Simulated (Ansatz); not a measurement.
# TaAs: the cost of one run

Method: DFT PBE, scalar-relativistic, plane waves, PAW, in Ansatz 0.2.0.

## 1. Starting point

It takes space group I4_1md (No. 109, tetragonal). The conventional cell has a = 3.444 Å, b = 3.444 Å, c = 11.736 Å, α = 90.00°, β = 90.00°, γ = 90.00°. Ta (site symmetry 2mm) has 6 As at 2.61 to 2.62 Å as nearest neighbours. As (site symmetry 2mm) has 6 Ta at 2.61 to 2.62 Å as nearest neighbours.

Structure file:

```
CELL_PARAMETERS angstrom
-1.72181 1.72181 5.86794
1.72181 -1.72181 5.86794
1.72181 1.72181 -5.86794
ATOMIC_POSITIONS crystal
Ta 0.49997 0.99997 0.50000
Ta 0.74997 0.74997 0.00000
As 0.08263 0.58263 0.50000
As 0.33263 0.33263 0.00000
```

## 2. First run, at the start cell

Contents of input.yaml:

```yaml
crystal:
  lattice:
    - [-1.7218133622, 1.7218133622, 5.8679415361]
    - [1.7218133622, -1.7218133622, 5.8679415361]
    - [1.7218133622, 1.7218133622, -5.8679415361]
  atoms:
    - { symbol: Ta, position: [0.4999673, 0.9999673, 0.5] }
    - { symbol: Ta, position: [0.7499673, 0.7499673, 0.0] }
    - { symbol: As, position: [0.08263212, 0.58263212, 0.5] }
    - { symbol: As, position: [0.33263212, 0.33263212, 0.0] }
basis:
  ecutwfc: 420
  ecutrho_ratio: 4
kpoints:
  mp_grid: { grid: [16, 16, 16] }
hamiltonian:
  xc: pbe
scf:
  occupations: { method: gaussian, width: 0.05 }
output:
  forces: true
  stress: true
  eigenvalues: true
relax:
  f_tol: 0.01
  max_steps: 60
  cell: { stress_tol: 0.04 }
```

Run with:

```bash
ansatz run input.yaml --threads 1 --pin off --max-ram 2560MiB --backend cpu --events-out ev --progress --plain --runs-dir out
```

**Question.** How long does this run take on 1 thread of Intel Xeon Platinum 8259CL at 2.50GHz (Skylake/Cascade Lake), shared host, and how much memory does it need?

About 5.9 min, with a peak of 0.92 GiB.
